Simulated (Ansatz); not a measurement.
# CH6LiOSi: the cost of one run

Method: RKS PBE0/def2-SVP, in Ansatz 0.2.0.

### Step 1. The starting structure

Bond lengths: Li1–O2 1.790 Å, O2–Si3 1.707 Å, Si3–C4 1.895 Å, O2–H5 0.961 Å, Si3–H6 1.460 Å, Si3–H7 1.460 Å, C4–H8 1.093 Å, C4–H9 1.094 Å, C4–H10 1.084 Å. Angles (14 of 15 angles, heavy atoms first): Li1–O2–Si3 117.9°, O2–Si3–C4 96.0°, Li1–O2–H5 131.1°, Si3–O2–H5 111.0°, O2–Si3–H6 106.4°, O2–Si3–H7 106.5°, C4–Si3–H6 114.5°, C4–Si3–H7 114.5°, Si3–C4–H8 111.3°, Si3–C4–H9 111.4°, Si3–C4–H10 111.2°, H6–Si3–H7 116.1°, H8–C4–H9 109.4°, H8–C4–H10 106.7°.

Coordinates:

```xyz
10

Li   -0.8718   -1.9101   -0.7540
O    -0.1800   -0.4027   -1.4262
Si    0.3497    0.7929   -0.3294
C    -0.0712   -0.1776    1.2424
H    -0.0474   -0.1189   -2.3348
H    -0.4900    1.9648   -0.5605
H     1.7793    0.9697   -0.5658
H     0.5145   -1.0979    1.3097
H    -1.1369   -0.4209    1.2871
H     0.1540    0.4007    2.1314
```

### Step 2. Relaxing end A

Input file input.yaml:

```yaml
crystal:
  periodic: [false, false, false]
  atoms:
    - { symbol: Li, position_ang: [-0.87177, -1.91008, -0.75396] }
    - { symbol: O, position_ang: [-0.18004, -0.40269, -1.4262] }
    - { symbol: Si, position_ang: [0.34965, 0.7929, -0.32938] }
    - { symbol: C, position_ang: [-0.07122, -0.17755, 1.24242] }
    - { symbol: H, position_ang: [-0.04744, -0.11888, -2.33484] }
    - { symbol: H, position_ang: [-0.49005, 1.96482, -0.56049] }
    - { symbol: H, position_ang: [1.7793, 0.96965, -0.56578] }
    - { symbol: H, position_ang: [0.5145, -1.0979, 1.30971] }
    - { symbol: H, position_ang: [-1.13687, -0.42094, 1.28709] }
    - { symbol: H, position_ang: [0.15395, 0.40068, 2.13143] }
total_charge: 1
basis:
  gaussian: { orbitals: def2-SVP }
hamiltonian:
  xc: pbe0
relax:
  f_tol: 0.015
  max_steps: 40
```

Started as:

```console
$ ansatz run input.yaml --threads 1 --pin off --max-ram 2048MiB --backend cpu --events-out ev --progress --plain --runs-dir out
```

What time and memory should one allow on 1 thread of Intel Xeon Platinum 8259CL at 2.50GHz (Skylake/Cascade Lake), shared host?

About 48 s, with a peak of 0.2 GiB.
